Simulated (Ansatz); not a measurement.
# NbSi26C27 (Moissanite 3C): the cost of one run

Method: DFT, PBE, plane-wave PAW, default files, scalar-relativistic, as far as a step names no other, in Ansatz 0.2.0.

## 1. The structure to begin with

The structure is cubic, space group F-43m (No. 216). Conventional cell: a = 13.074 Å, b = 13.074 Å, c = 13.074 Å, α = 90.00°, β = 90.00°, γ = 90.00°. Nb (site symmetry -43m) has 4 C at 1.89 Å as nearest neighbours. Around Si (site symmetry m) lie 4 C at 1.89 Å. Around Si (site symmetry 3m) lie 4 C at 1.89 Å. Around Si (site symmetry 2mm) lie 4 C at 1.89 Å. C (site symmetry 3m) is surrounded by 1 Nb at 1.89 Å and 3 Si at 1.89 Å. C (site symmetry 2mm) has 4 Si at 1.89 Å as nearest neighbours. C (site symmetry m) is surrounded by 4 Si at 1.89 Å. Only part of the 10 independent sites is listed.

Coordinates:

```
CELL_PARAMETERS angstrom
0.00000 6.53700 6.53700
6.53700 0.00000 6.53700
6.53700 6.53700 0.00000
ATOMIC_POSITIONS crystal
Nb 0.00000 0.00000 0.00000
Si 0.00000 0.00000 0.33333
Si 0.00000 0.00000 0.66667
Si 0.00000 0.33333 0.00000
Si 0.00000 0.33333 0.33333
Si 0.00000 0.33333 0.66667
Si 0.00000 0.66667 0.00000
Si 0.00000 0.66667 0.33333
Si 0.00000 0.66667 0.66667
Si 0.33333 0.00000 0.00000
Si 0.33333 0.00000 0.33333
Si 0.33333 0.00000 0.66667
Si 0.33333 0.33333 0.00000
Si 0.33333 0.33333 0.33333
Si 0.33333 0.33333 0.66667
Si 0.33333 0.66667 0.00000
Si 0.33333 0.66667 0.33333
Si 0.33333 0.66667 0.66667
Si 0.66667 0.00000 0.00000
Si 0.66667 0.00000 0.33333
Si 0.66667 0.00000 0.66667
Si 0.66667 0.33333 0.00000
Si 0.66667 0.33333 0.33333
Si 0.66667 0.33333 0.66667
Si 0.66667 0.66667 0.00000
Si 0.66667 0.66667 0.33333
Si 0.66667 0.66667 0.66667
C 0.08333 0.08333 0.08333
C 0.08333 0.08333 0.41667
C 0.08333 0.08333 0.75000
C 0.08333 0.41667 0.08333
C 0.08333 0.41667 0.41667
C 0.08333 0.41667 0.75000
C 0.08333 0.75000 0.08333
C 0.08333 0.75000 0.41667
C 0.08333 0.75000 0.75000
C 0.41667 0.08333 0.08333
C 0.41667 0.08333 0.41667
C 0.41667 0.08333 0.75000
C 0.41667 0.41667 0.08333
C 0.41667 0.41667 0.41667
C 0.41667 0.41667 0.75000
C 0.41667 0.75000 0.08333
C 0.41667 0.75000 0.41667
C 0.41667 0.75000 0.75000
C 0.75000 0.08333 0.08333
C 0.75000 0.08333 0.41667
C 0.75000 0.08333 0.75000
C 0.75000 0.41667 0.08333
C 0.75000 0.41667 0.41667
C 0.75000 0.41667 0.75000
C 0.75000 0.75000 0.08333
C 0.75000 0.75000 0.41667
C 0.75000 0.75000 0.75000
```

Atom 1 of the input is the impurity.

## 2. Gradients at the starting positions

Input file input.yaml:

```yaml
crystal:
  lattice:
    - [0.0, 6.537, 6.537]
    - [6.537, 0.0, 6.537]
    - [6.537, 6.537, 0.0]
  atoms:
    - { symbol: Nb, position: [0.0, 0.0, 0.0], spin: 1.0 }
    - { symbol: Si, position: [0.0, 0.0, 0.3333333333] }
    - { symbol: Si, position: [0.0, 0.0, 0.6666666667] }
    - { symbol: Si, position: [0.0, 0.3333333333, 0.0] }
    - { symbol: Si, position: [0.0, 0.3333333333, 0.3333333333] }
    - { symbol: Si, position: [0.0, 0.3333333333, 0.6666666667] }
    - { symbol: Si, position: [0.0, 0.6666666667, 0.0] }
    - { symbol: Si, position: [0.0, 0.6666666667, 0.3333333333] }
    - { symbol: Si, position: [0.0, 0.6666666667, 0.6666666667] }
    - { symbol: Si, position: [0.3333333333, 0.0, 0.0] }
    - { symbol: Si, position: [0.3333333333, 0.0, 0.3333333333] }
    - { symbol: Si, position: [0.3333333333, 0.0, 0.6666666667] }
    - { symbol: Si, position: [0.3333333333, 0.3333333333, 0.0] }
    - { symbol: Si, position: [0.3333333333, 0.3333333333, 0.3333333333] }
    - { symbol: Si, position: [0.3333333333, 0.3333333333, 0.6666666667] }
    - { symbol: Si, position: [0.3333333333, 0.6666666667, 0.0] }
    - { symbol: Si, position: [0.3333333333, 0.6666666667, 0.3333333333] }
    - { symbol: Si, position: [0.3333333333, 0.6666666667, 0.6666666667] }
    - { symbol: Si, position: [0.6666666667, 0.0, 0.0] }
    - { symbol: Si, position: [0.6666666667, 0.0, 0.3333333333] }
    - { symbol: Si, position: [0.6666666667, 0.0, 0.6666666667] }
    - { symbol: Si, position: [0.6666666667, 0.3333333333, 0.0] }
    - { symbol: Si, position: [0.6666666667, 0.3333333333, 0.3333333333] }
    - { symbol: Si, position: [0.6666666667, 0.3333333333, 0.6666666667] }
    - { symbol: Si, position: [0.6666666667, 0.6666666667, 0.0] }
    - { symbol: Si, position: [0.6666666667, 0.6666666667, 0.3333333333] }
    - { symbol: Si, position: [0.6666666667, 0.6666666667, 0.6666666667] }
    - { symbol: C, position: [0.0833333333, 0.0833333333, 0.0833333333] }
    - { symbol: C, position: [0.0833333333, 0.0833333333, 0.4166666667] }
    - { symbol: C, position: [0.0833333333, 0.0833333333, 0.75] }
    - { symbol: C, position: [0.0833333333, 0.4166666667, 0.0833333333] }
    - { symbol: C, position: [0.0833333333, 0.4166666667, 0.4166666667] }
    - { symbol: C, position: [0.0833333333, 0.4166666667, 0.75] }
    - { symbol: C, position: [0.0833333333, 0.75, 0.0833333333] }
    - { symbol: C, position: [0.0833333333, 0.75, 0.4166666667] }
    - { symbol: C, position: [0.0833333333, 0.75, 0.75] }
    - { symbol: C, position: [0.4166666667, 0.0833333333, 0.0833333333] }
    - { symbol: C, position: [0.4166666667, 0.0833333333, 0.4166666667] }
    - { symbol: C, position: [0.4166666667, 0.0833333333, 0.75] }
    - { symbol: C, position: [0.4166666667, 0.4166666667, 0.0833333333] }
    - { symbol: C, position: [0.4166666667, 0.4166666667, 0.4166666667] }
    - { symbol: C, position: [0.4166666667, 0.4166666667, 0.75] }
    - { symbol: C, position: [0.4166666667, 0.75, 0.0833333333] }
    - { symbol: C, position: [0.4166666667, 0.75, 0.4166666667] }
    - { symbol: C, position: [0.4166666667, 0.75, 0.75] }
    - { symbol: C, position: [0.75, 0.0833333333, 0.0833333333] }
    - { symbol: C, position: [0.75, 0.0833333333, 0.4166666667] }
    - { symbol: C, position: [0.75, 0.0833333333, 0.75] }
    - { symbol: C, position: [0.75, 0.4166666667, 0.0833333333] }
    - { symbol: C, position: [0.75, 0.4166666667, 0.4166666667] }
    - { symbol: C, position: [0.75, 0.4166666667, 0.75] }
    - { symbol: C, position: [0.75, 0.75, 0.0833333333] }
    - { symbol: C, position: [0.75, 0.75, 0.4166666667] }
    - { symbol: C, position: [0.75, 0.75, 0.75] }
magnetization:
  spin_polarized: true
kpoints:
  mp_grid: { grid: [3, 3, 3] }
scf:
  occupations: { method: fermi_dirac, width: 0.01 }
hamiltonian:
  xc: pbe
  pseudopotentials: { kind: paw }
output:
  forces: true
  stress: true
  populations: true
  efg: { quadrupole_moments_barn: { Nb: -0.32 }, contact_densities: true }
```

Command:

```bash
$ ansatz run input.yaml --threads 1 --pin off --max-ram 3072MiB --backend cpu --events-out ev --progress --plain --runs-dir out
```

Q: Estimate wall time and peak memory on 1 thread of Arm Neoverse V2, shared host.

About 3.7 min, with a peak of 1.4 GiB.
